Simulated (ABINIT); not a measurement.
# Ge2Sb2Te5 (Cm) in ABINIT: a series of runs

One crystal, Ge2Sb2Te5, is run at these levels: PBE, LDA; tasks: band structure.

Program: ABINIT 10.8.3 (patched build). These are calculated values, not measurements. Logs are shortened: lines on timing, memory, paths and dates and some standing lists are left out, and cuts for length are marked. The log counts tension as positive stress, the text compression.

### Step 1. Starting point

Symmetry: Cm, No. 8, monoclinic system. Conventional cell: a = 13.678 Å, b = 6.132 Å, c = 9.672 Å, α = 90.00°, β = 134.93°, γ = 90.00°. Te (site symmetry m) is surrounded by 2 Ge at 2.85 to 3.19 Å and 3 Sb at 3.07 to 3.14 Å. Te (site symmetry m) is surrounded by 2 Sb at 2.95 to 3.20 Å and 3 Ge at 3.07 to 3.08 Å. Te (site symmetry m) is surrounded by 3 Ge at 2.82 to 3.07 Å and 2 Sb at 3.14 to 3.19 Å. Te (site symmetry m) is surrounded by 2 Ge at 2.95 to 3.00 Å and 2 Sb at 3.02 to 3.06 Å. Around Te (site symmetry m) lie 3 Sb at 2.98 to 3.07 Å and 2 Ge at 3.05 to 3.20 Å. Sb (site symmetry m) has 6 Te at 2.95 to 3.19 Å as nearest neighbours. Around Sb (site symmetry m) lie 6 Te at 2.98 to 3.20 Å. Ge (site symmetry m) has 6 Te at 2.82 to 3.19 Å as nearest neighbours.

The cell comes from a database or a generator and needn't be the stable form of this composition.

### Step 2. Band structure, PBE

Contents of run.abi:

```
ndtset 2

pp_dirpath "./"
pseudos "Te.GGA_PBE-JTH.xml, Sb.GGA_PBE-JTH.xml, Ge.GGA_PBE-JTH.xml"

acell 14.163390024 14.163390024 18.2778620627
rprim
     0.9125000404    -0.4090766142     0.0000000000
     0.9125000404     0.4090766142     0.0000000000
    -0.7062464773     0.0000000000     0.7079660397
ntypat 3
znucl 52 51 32
natom 9
typat 1 1 1 1 1 2 2 3 3
xred
     0.5947020000     0.5947020000     0.3864330000
     0.7952880000     0.7952880000     0.1961120000
     0.0083240000     0.0083240000     0.0064350000
     0.2065190000     0.2065190000     0.8098030000
     0.3999590000     0.3999590000     0.5971180000
     0.9017080000     0.9017080000     0.5878730000
     0.1118700000     0.1118700000     0.4173520000
     0.2842870000     0.2842870000     0.1878300000
     0.4973430000     0.4973430000     0.0110440000
chkprim 0
chksymtnons 0
tolsym 1.0e-6

ecut 22.0
pawecutdg 44.0
pawxcdev 0

ixc 11

occopt 3
tsmear 0.05 eV

nstep 100

iomode 3
prtwf 0
prteig 0
prtebands 0
enunit 1
prtden1 1
prtvha1 1
prtvclmb1 1
prtpot1 1

kptopt1 1
ngkpt1 3 3 2
nshiftk1 1
shiftk1 0.0 0.0 0.0
nband1 53
tolvrs1 1.0e-9

iscf2 -2
getden2 1
nband2 59
nbdbuf2 4
tolwfr2 1.0e-11
kptopt2 -2
ndivsm2 8
prteig2 1
prtvol2 -3
kptbounds2
    -0.5000000000    -0.5000000000     0.5000000000
     0.0000000000     0.0000000000     0.0000000000
     0.0000000000     0.0000000000    -0.5000000000
```

Potentials or basis: JTH PAW PBE v2.0.

On the command line:

```
> abinit run.abi > log 2>&1
```

run.abo:

```text
.Version 10.8.3 of ABINIT
 DATASET    1 : space group Cm (#  8); Bravais mC (1-face-center monocl.)
================================================================================
 Values of the parameters that define the memory need for DATASET  1.
     intxc =       0    ionmov =       0      iscf =      17    lmnmax =      18
     lnmax =       6     mgfft =      80  mpssoang =       3    mqgrid =    3864
     natom =       9  nloc_mem =       2    nspden =       1   nspinor =       1
    nsppol =       1      nsym =       2    n1xccc =       1    ntypat =       3
    occopt =       3   xclevel =       2
       mpw =        9586          nfft =      288000          nkpt =           8
 PAW method is used; the additional fine FFT grid is defined by:
   mgfftf=       120    nfftf =    972000
================================================================================
================================================================================

 DATASET    2 : space group Cm (#  8); Bravais mC (1-face-center monocl.)
================================================================================
 Values of the parameters that define the memory need for DATASET  2.
     intxc =       0    ionmov =       0      iscf =      -2    lmnmax =      18
     lnmax =       6     mgfft =      80  mpssoang =       3    mqgrid =    3864
     natom =       9  nloc_mem =       2    nspden =       1   nspinor =       1
    nsppol =       1      nsym =       2    n1xccc =       1    ntypat =       3
    occopt =       3   xclevel =       2
       mpw =        9574          nfft =      288000          nkpt =          17
 PAW method is used; the additional fine FFT grid is defined by:
   mgfftf=       120    nfftf =    972000
================================================================================
================================================================================

--------------------------------------------------------------------------------
------------- Echo of variables that govern the present computation ------------
--------------------------------------------------------------------------------
 -outvars: echo values of preprocessed input variables --------
            acell      1.4163390024E+01  1.4163390024E+01  1.8277862063E+01 Bohr
              amu      1.27600000E+02  1.21753000E+02  7.26100000E+01
          chkprim           0
      chksymtnons           0
             ecut      2.20000000E+01 Hartree
           enunit           1
           getden1          0
           getden2          1
             iscf1         17
             iscf2         -2
              ixc          11
           jdtset        1    2
           kptopt1          1
           kptopt2         -2
         kptrlatt        3    0    0      0    3    0      0    0    2
          kptrlen1     3.37600395E+01
          kptrlen2     3.00000000E+01
            natom           9
            nband1         53
            nband2         59
           nbdbuf1          0
           nbdbuf2          4
           ndtset           2
           ndivsm1          0
           ndivsm2          8
            ngfft          60      60      80
          ngfftdg          90      90     120
             nkpt1          8
             nkpt2         17
            nstep         100
             nsym           2
           ntypat           3
           occopt           3
        pawecutdg      4.40000000E+01 Hartree
         pawxcdev           0
        prtebands           0
           prteig1          0
           prteig2          1
           prtpot1          1
           prtpot2          0
         prtvclmb1          1
         prtvclmb2          0
           prtvha1          1
           prtvha2          0
           prtvol1          0
           prtvol2         -3
            prtwf           0
            rprim      9.1250004040E-01 -4.0907661420E-01  0.0000000000E+00
                       9.1250004040E-01  4.0907661420E-01  0.0000000000E+00
                      -7.0624647730E-01  0.0000000000E+00  7.0796603970E-01
[... 697 lines left out ...]
- [  2.0652E-01,   2.0652E-01,   8.0980E-01, Te]
- [  3.9996E-01,   3.9996E-01,   5.9712E-01, Te]
- [  9.0171E-01,   9.0171E-01,   5.8787E-01, Sb]
- [  1.1187E-01,   1.1187E-01,   4.1735E-01, Sb]
- [  2.8429E-01,   2.8429E-01,   1.8783E-01, Ge]
- [  4.9734E-01,   4.9734E-01,   1.1044E-02, Ge]
cartesian_forces: null
force_length_stats: {min: null, max: null, mean: null, }
...

 Integrated electronic density in atomic spheres:
 ------------------------------------------------
 Atom  Sphere_radius  Integrated_density
    1        2.31107          3.09399402
    2        2.31107          3.09015685
    3        2.31107          3.10122782
    4        2.31107          3.10062251
    5        2.31107          3.09439383
    6        2.40089         12.32536119
    7        2.40089         12.32513054
    8        2.30477         12.06498833
    9        2.30477         12.06286603

================================================================================

 ----iterations are completed or convergence reached----

 Mean square residual over all n,k,spin=   64.216E-13; max=  99.903E-13
 reduced coordinates (array xred) for    9 atoms
       0.594702000000      0.594702000000      0.386433000000
       0.795288000000      0.795288000000      0.196112000000
       0.008324000000      0.008324000000      0.006435000000
       0.206519000000      0.206519000000      0.809803000000
       0.399959000000      0.399959000000      0.597118000000
       0.901708000000      0.901708000000      0.587873000000
       0.111870000000      0.111870000000      0.417352000000
       0.284287000000      0.284287000000      0.187830000000
       0.497343000000      0.497343000000      0.011044000000

 cartesian coordinates (angstrom) at end:
    1      5.49478077604444     0.00000000000000     2.64614208694069
    2      9.53852901439146     0.00000000000000     1.34289829531668
    3      0.06990059908335     0.00000000000000     0.04406436388575
    4     -2.70692261083638    -0.00000000000000     5.54521430734650
    5      1.39184866539781    -0.00000000000000     4.08883058814814
    6      8.31806034081279    -0.00000000000000     4.02552444298516
    7     -1.32073362352747     0.00000000000000     2.85786330947116
    8      2.60549250032265     0.00000000000000     1.28618639761633
    9      6.72735151675680    -0.00000000000000     0.07562499374581
 length scales= 14.163390024000 14.163390024000 18.277862062700 bohr
              =  7.494943224747  7.494943224747  9.672228061048 angstroms
 Eigenvalues (   eV  ) for nkpt=  17  k points:
 kpt#   1, nband= 59, wtk=  1.00000, kpt= -0.5000 -0.5000  0.5000 (reduced coord)
 -31.64283  -31.64245  -31.63282  -31.63221  -31.63105  -31.62721  -31.62313  -31.62121
 -31.61985  -31.61494  -26.78464  -26.77885  -26.77797  -26.76989  -26.76932  -26.76868
 -26.76400  -26.76267  -26.75929  -26.75651  -14.51978  -14.00130  -12.95810  -12.77908
 -12.61664  -11.04103  -10.31620   -9.37661   -8.81268   -7.30039   -7.28001   -6.42762
  -5.93295   -5.76883   -5.63504   -4.84616   -4.61862   -4.26735   -3.80702   -3.59366
  -2.94879   -2.93605   -2.79582   -2.52951   -1.54720   -0.74055   -0.15005    0.12530
   0.44367    0.62455    1.48387    1.79376    2.15935    2.37497    2.57723    2.87736
   3.00123    3.19355    3.59859
 kpt#   2, nband= 59, wtk=  1.00000, kpt= -0.4375 -0.4375  0.4375 (reduced coord)
 -31.64283  -31.64245  -31.63281  -31.63221  -31.63106  -31.62721  -31.62312  -31.62121
 -31.61985  -31.61495  -26.78464  -26.77884  -26.77798  -26.76989  -26.76934  -26.76869
 -26.76399  -26.76268  -26.75931  -26.75651  -14.54979  -13.95848  -12.95907  -12.77974
 -12.61329  -11.04576  -10.33562   -9.42745   -8.75212   -7.28310   -7.27238   -6.42571
  -6.11912   -5.65394   -5.56679   -4.82713   -4.62269   -4.29539   -3.81981   -3.60141
  -3.03341   -2.92800   -2.83248   -2.50092   -1.38226   -0.77833   -0.13728    0.14432
   0.43844    0.65933    1.48667    1.72187    2.17125    2.38183    2.65263    2.84716
[... 122 lines left out ...]
 -12.62059  -11.10622  -10.15200   -9.54196   -8.74411   -7.29646   -7.22013   -6.57939
  -6.12400   -5.51499   -5.47734   -4.88793   -4.70273   -4.27585   -3.84368   -3.55837
  -3.01311   -2.92603   -2.86663   -2.49956   -1.36078   -0.81763   -0.33843    0.34180
   0.57477    0.65265    1.52320    1.61099    2.16941    2.35667    2.61509    2.85835
   2.91797    3.27186    3.63793
 kpt#  17, nband= 59, wtk=  1.00000, kpt=  0.0000  0.0000 -0.5000 (reduced coord)
 -31.64269  -31.64234  -31.63269  -31.63246  -31.63117  -31.62722  -31.62287  -31.62120
 -31.61993  -31.61513  -26.78457  -26.77890  -26.77811  -26.76982  -26.76923  -26.76870
 -26.76405  -26.76269  -26.75939  -26.75650  -14.57339  -13.88208  -13.02134  -12.79073
 -12.62470  -11.10025  -10.13344   -9.49452   -8.80104   -7.31324   -7.22701   -6.58258
  -5.98318   -5.67044   -5.45293   -4.90739   -4.70395   -4.25883   -3.81433   -3.55321
  -2.93386   -2.92642   -2.84654   -2.51770   -1.52708   -0.76411   -0.39207    0.37166
   0.56167    0.61851    1.51937    1.67118    2.16208    2.34324    2.54677    2.89206
   2.92003    3.26095    3.63196

== END DATASET(S) ==============================================================
================================================================================

 -outvars: echo values of variables after computation  --------
            acell      1.4163390024E+01  1.4163390024E+01  1.8277862063E+01 Bohr
           etotal1    -3.9801667049E+02
            fcart1    -1.1517575954E-03  7.6447329550E-20  2.2760837672E-03
                       2.5046966473E-03 -4.1011858599E-20 -1.7033025496E-03
                      -2.8846863865E-03 -1.3039231315E-19 -1.3862655884E-03
                       1.6251388099E-03  9.8753675355E-20 -1.8240670914E-03
                       4.9273173272E-03 -2.7300482864E-19  1.9436715924E-03
                       1.6637405376E-03  9.7946769867E-20  1.9243063149E-04
                      -6.7308218901E-03 -1.1430635533E-20  1.4915012889E-03
                      -7.0743771228E-04  9.6726507456E-20 -1.4997153433E-03
                       7.5381026230E-04  8.5965353694E-20  5.0966329272E-04
            rprim      9.1250004040E-01 -4.0907661420E-01  0.0000000000E+00
                       9.1250004040E-01  4.0907661420E-01  0.0000000000E+00
                      -7.0624647730E-01  0.0000000000E+00  7.0796603970E-01
           strten1    -5.1042457764E-05  7.2347835201E-05 -2.0787214097E-05
                       0.0000000000E+00  3.0584517913E-06  0.0000000000E+00
           xangst      5.4947807760E+00  2.1598731809E-17  2.6461420869E+00
                       9.5385290144E+00  1.7716079122E-16  1.3428982953E+00
                       6.9900599083E-02  1.7157568838E-19  4.4064363886E-02
                      -2.7069226108E+00 -1.0087186629E-16  5.5452143073E+00
                       1.3918486654E+00 -6.9413132046E-17  4.0888305881E+00
                       8.3180603408E+00 -2.2184357862E-16  4.0255244430E+00
                      -1.3207336235E+00  2.5227549063E-17  2.8578633095E+00
                       2.6054925003E+00  3.0113863277E-17  1.2861863976E+00
                       6.7273515168E+00 -8.0227365441E-17  7.5624993746E-02
             xred      5.9470200000E-01  5.9470200000E-01  3.8643300000E-01
                       7.9528800000E-01  7.9528800000E-01  1.9611200000E-01
                       8.3240000000E-03  8.3240000000E-03  6.4350000000E-03
                       2.0651900000E-01  2.0651900000E-01  8.0980300000E-01
                       3.9995900000E-01  3.9995900000E-01  5.9711800000E-01
                       9.0170800000E-01  9.0170800000E-01  5.8787300000E-01
                       1.1187000000E-01  1.1187000000E-01  4.1735200000E-01
                       2.8428700000E-01  2.8428700000E-01  1.8783000000E-01
                       4.9734300000E-01  4.9734300000E-01  1.1044000000E-02
 Calculation completed.
```

Wall time 17 min (1 thread of Arm Neoverse V1, shared host); peak memory 0.56 GiB.

What came out:

| Property | Result |
| --- | --- |
| Free energy | -10830.5854 eV |
| Pressure | 0.0 GPa |
| Largest force | 0.355 eV/Å |
| Band gap on the k mesh | 0.45 eV, indirect (least direct gap 0.55 eV) |
| Band gap along the path | 0.91 eV, indirect (least direct gap 0.98 eV) |
| Valence electrons inside the program's atomic spheres | Te 3.09, 3.10; Sb 12.33; Ge 12.06 |

Forces on the atoms (eV/Å):
```
Te  -0.059  0.000  0.117
Te   0.129  0.000 -0.088
Te  -0.148  0.000 -0.071
Te   0.084  0.000 -0.094
Te   0.253  0.000  0.100
Sb   0.086  0.000  0.010
Sb  -0.346  0.000  0.077
Ge  -0.036  0.000 -0.077
Ge   0.039  0.000  0.026
```

Levels at the corners of the path, in eV from the valence-band top:
```csv
point,band 41,band 42,band 43,band 44,band 45,band 46,band 47,band 48
X,-0.50,-0.48,-0.34,-0.08,0.91,1.71,2.30,2.58
Γ,-0.56,-0.25,-0.19,-0.17,1.27,1.56,2.69,2.73
Y,-0.48,-0.47,-0.39,-0.07,0.93,1.69,2.06,2.82
```

Caveat: the k mesh is coarse (spacing up to 0.46 Å⁻¹), so the values aren't converged; spin-orbit coupling is left out, which moves the levels of the heavy elements.

### Step 3. Band structure, LDA

Changes to run.abi since step 2:

```diff
@@ -3,3 +3,3 @@
 pp_dirpath "./"
-pseudos "Te.GGA_PBE-JTH.xml, Sb.GGA_PBE-JTH.xml, Ge.GGA_PBE-JTH.xml"
+pseudos "Te.LDA_PW-JTH.xml, Sb.LDA_PW-JTH.xml, Ge.LDA_PW-JTH.xml"
 
@@ -30,5 +30,4 @@
 pawecutdg 44.0
-pawxcdev 0
 
-ixc 11
+ixc 7
```

Potentials or basis: JTH PAW LDA v2.0.

On the command line:

```
> abinit run.abi > log 2>&1
```

run.abo:

```text
.Version 10.8.3 of ABINIT
 DATASET    1 : space group Cm (#  8); Bravais mC (1-face-center monocl.)
================================================================================
 Values of the parameters that define the memory need for DATASET  1.
     intxc =       0    ionmov =       0      iscf =      17    lmnmax =      18
     lnmax =       6     mgfft =      80  mpssoang =       3    mqgrid =    3864
     natom =       9  nloc_mem =       2    nspden =       1   nspinor =       1
    nsppol =       1      nsym =       2    n1xccc =       1    ntypat =       3
    occopt =       3   xclevel =       1
       mpw =        9586          nfft =      288000          nkpt =           8
 PAW method is used; the additional fine FFT grid is defined by:
   mgfftf=       120    nfftf =    972000
================================================================================
================================================================================

 DATASET    2 : space group Cm (#  8); Bravais mC (1-face-center monocl.)
================================================================================
 Values of the parameters that define the memory need for DATASET  2.
     intxc =       0    ionmov =       0      iscf =      -2    lmnmax =      18
     lnmax =       6     mgfft =      80  mpssoang =       3    mqgrid =    3864
     natom =       9  nloc_mem =       2    nspden =       1   nspinor =       1
    nsppol =       1      nsym =       2    n1xccc =       1    ntypat =       3
    occopt =       3   xclevel =       1
       mpw =        9574          nfft =      288000          nkpt =          17
 PAW method is used; the additional fine FFT grid is defined by:
[... 965 lines left out ...]
           etotal1    -3.9937780538E+02
            fcart1     8.3199522282E-04  5.8985386797E-20 -2.9670299585E-04
                       9.4019967108E-04  1.5217008627E-20  1.4651689844E-03
                      -1.3616226784E-04  5.2990449455E-20  3.6530075732E-04
                       1.6191734723E-03  4.8066364155E-20 -2.1811657242E-03
                       2.0553803430E-03  2.9726229362E-20  7.6150823315E-05
                       2.1458651982E-03 -5.5068687467E-20 -4.2513850686E-04
                      -5.9481903013E-03 -2.5078900716E-19  1.8430960617E-03
                      -1.5084515636E-03  5.8693007766E-20 -2.1390154395E-03
                       1.9022540752E-07  4.2179248462E-20  1.2923060396E-03
            rprim      9.1250004040E-01 -4.0907661420E-01  0.0000000000E+00
                       9.1250004040E-01  4.0907661420E-01  0.0000000000E+00
                      -7.0624647730E-01  0.0000000000E+00  7.0796603970E-01
           strten1     6.5915932061E-05  1.8694642729E-04  9.7100294797E-05
                       0.0000000000E+00  2.7713278753E-06  0.0000000000E+00
           xangst      5.4947807760E+00  2.1598731809E-17  2.6461420869E+00
                       9.5385290144E+00  1.7716079122E-16  1.3428982953E+00
                       6.9900599083E-02  1.7157568838E-19  4.4064363886E-02
                      -2.7069226108E+00 -1.0087186629E-16  5.5452143073E+00
                       1.3918486654E+00 -6.9413132046E-17  4.0888305881E+00
                       8.3180603408E+00 -2.2184357862E-16  4.0255244430E+00
                      -1.3207336235E+00  2.5227549063E-17  2.8578633095E+00
                       2.6054925003E+00  3.0113863277E-17  1.2861863976E+00
                       6.7273515168E+00 -8.0227365441E-17  7.5624993746E-02
             xred      5.9470200000E-01  5.9470200000E-01  3.8643300000E-01
                       7.9528800000E-01  7.9528800000E-01  1.9611200000E-01
                       8.3240000000E-03  8.3240000000E-03  6.4350000000E-03
                       2.0651900000E-01  2.0651900000E-01  8.0980300000E-01
                       3.9995900000E-01  3.9995900000E-01  5.9711800000E-01
                       9.0170800000E-01  9.0170800000E-01  5.8787300000E-01
                       1.1187000000E-01  1.1187000000E-01  4.1735200000E-01
                       2.8428700000E-01  2.8428700000E-01  1.8783000000E-01
                       4.9734300000E-01  4.9734300000E-01  1.1044000000E-02
 Calculation completed.
```

Run time: 16 min. Hardware: 1 thread of Arm Neoverse V1, shared host; peak memory 0.43 GiB.

Results:

```
Free energy                                           : -10867.6237 eV
Pressure                                              : -3.4 GPa
Largest force                                         : 0.320 eV/Å
Band gap on the k mesh                                : 0.44 eV, indirect (least direct gap 0.54 eV)
Band gap along the path                               : 0.88 eV, indirect (least direct gap 0.97 eV)
Valence electrons inside the program's atomic spheres : Te 3.11, 3.12; Sb 12.35; Ge 12.08
```

Forces in eV/Å, atoms in the order of the input:
```
Te   0.043  0.000 -0.015
Te   0.048  0.000  0.075
Te  -0.007  0.000  0.019
Te   0.083  0.000 -0.112
Te   0.106  0.000  0.004
Sb   0.110  0.000 -0.022
Sb  -0.306  0.000  0.095
Ge  -0.078  0.000 -0.110
Ge   0.000  0.000  0.066
```

Stress tensor (GPa, compression positive):
```
-1.94  0.00 -0.08
 0.00 -5.50  0.00
-0.08  0.00 -2.86
```

Levels at the corners of the path, in eV from the valence-band top:
```csv
point,band 41,band 42,band 43,band 44,band 45,band 46,band 47,band 48
X,-0.50,-0.45,-0.34,-0.09,0.88,1.68,2.26,2.53
Γ,-0.56,-0.22,-0.18,-0.17,1.23,1.53,2.65,2.69
Y,-0.48,-0.45,-0.39,-0.08,0.89,1.66,2.02,2.78
```

Caveat: the k mesh is coarse (spacing up to 0.46 Å⁻¹), so the values aren't converged; spin-orbit coupling is left out, which moves the levels of the heavy elements.
